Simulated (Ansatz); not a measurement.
**BFH3In: vertical ionisation energy**

One table from this session's results is given with a row withheld; the runs are named, their logs left out.

The runs use Ansatz 0.2.0, Gaussian basis; unrestricted cation, the program's frozen cores in correlated methods.

Levels to be run: UKS PBE-D4/def2-TZVPP; UKS r2SCAN-D4/def2-TZVPP; UKS PBE0-D4/def2-TZVPP; UKS B3LYP-D4/def2-TZVPP; UKS wB97X-V/def2-TZVPP; UKS wB97M-V/def2-TZVPP; UKS B2PLYP/def2-TZVPP; UHF-CCSD(T)/def2-TZVPP; UHF-MP2/def2-QZVPP; extrapolation to the limit; then −ε(HOMO) from the neutral's earlier runs with LDA (SPW92), PBE-D4, revPBE-D4, BLYP-D4, r2SCAN-D4, B97M-V, PBE0-D4, B3LYP-D4, r2SCANh-D4, r2SCAN0-D4, HSE06-D4, BHLYP-D4, CAM-B3LYP-D4, LC-ωPBE, ωB97X-V, ωB97M-V.

### The geometry

All runs share one geometry, relaxed beforehand with PBE0-D4 in a triple-zeta def2 set. In takes the def2 core potential; no spin-orbit term is included.

6 atoms, charge 0, spin multiplicity 1.

Atoms are counted from 1 here; the program's logs count them from 0.

Bond lengths: B1–In2 2.239 Å, B1–H4 1.194 Å, B1–H5 1.194 Å, In2–F3 1.974 Å, In2–H6 1.711 Å. Angles: In2–B1–H4 121.0°, In2–B1–H5 121.0°, H4–B1–H5 118.0°, B1–In2–F3 108.0°, B1–In2–H6 143.9°, F3–In2–H6 108.1°.

Set-up of the first run:

in.yaml

```yaml
crystal:
  periodic: [false, false, false]
  atoms:
    - {symbol: B, position_ang: [-0.845062, 0.242968, -0.893830]}
    - {symbol: In, position_ang: [0.534743, -0.048082, 0.845226]}
    - {symbol: F, position_ang: [1.969932, -1.281651, 0.283593]}
    - {symbol: H, position_ang: [-1.779911, -0.480151, -1.065225]}
    - {symbol: H, position_ang: [-0.655601, 1.112272, -1.690573]}
    - {symbol: H, position_ang: [0.817899, 0.390646, 2.474510]}
basis:
  gaussian: {orbitals: def2-TZVPP}
total_charge: 1
magnetization: {spin_polarized: true, initial_magnetization: 1}
hamiltonian: {xc: pbe, dispersion: d4}
```

Run with:

```console
$ ansatz run in.yaml --threads 2 --pin off --events-out ev --progress --plain --max-ram 4352MiB
```

Steps of the session up to this table: Cation, UKS PBE-D4/def2-TZVPP; Cation, UKS r2SCAN-D4/def2-TZVPP; Cation, UKS PBE0-D4/def2-TZVPP; Cation, UKS B3LYP-D4/def2-TZVPP; Cation, UKS wB97X-V/def2-TZVPP; Cation, UKS wB97M-V/def2-TZVPP; Cation, UKS B2PLYP (frozen core)/def2-TZVPP; Cation, UHF-CCSD(T)/def2-TZVPP; Cation, UHF-MP2/def2-QZVPP.

One of the session's tables, all rows but one given; the rest of the session is left out.

For comparison, −ε(HOMO) of the neutral from earlier runs:

| functional | −ε(HOMO) (eV) |
| --- | --- |
| LDA (SPW92) | 6.80 |
| PBE-D4 | 6.64 |
| revPBE-D4 | 6.58 |
| BLYP-D4 | 6.54 |
| r2SCAN-D4 | 6.92 |
| B97M-V | ? |
| PBE0-D4 | 7.87 |
| B3LYP-D4 | 7.68 |
| r2SCANh-D4 | 7.38 |
| r2SCAN0-D4 | 8.05 |
| HSE06-D4 | 7.47 |
| BHLYP-D4 | 8.96 |
| CAM-B3LYP-D4 | 9.19 |
| LC-ωPBE | 10.49 |
| ωB97X-V | 10.14 |
| ωB97M-V | 9.99 |

Estimate the missing values for B97M-V.

The run gave: −ε(HOMO) (eV): 6.99. In the column «−ε(HOMO) (eV)» it lies between r2SCAN-D4 (6.92) and r2SCANh-D4 (7.38).
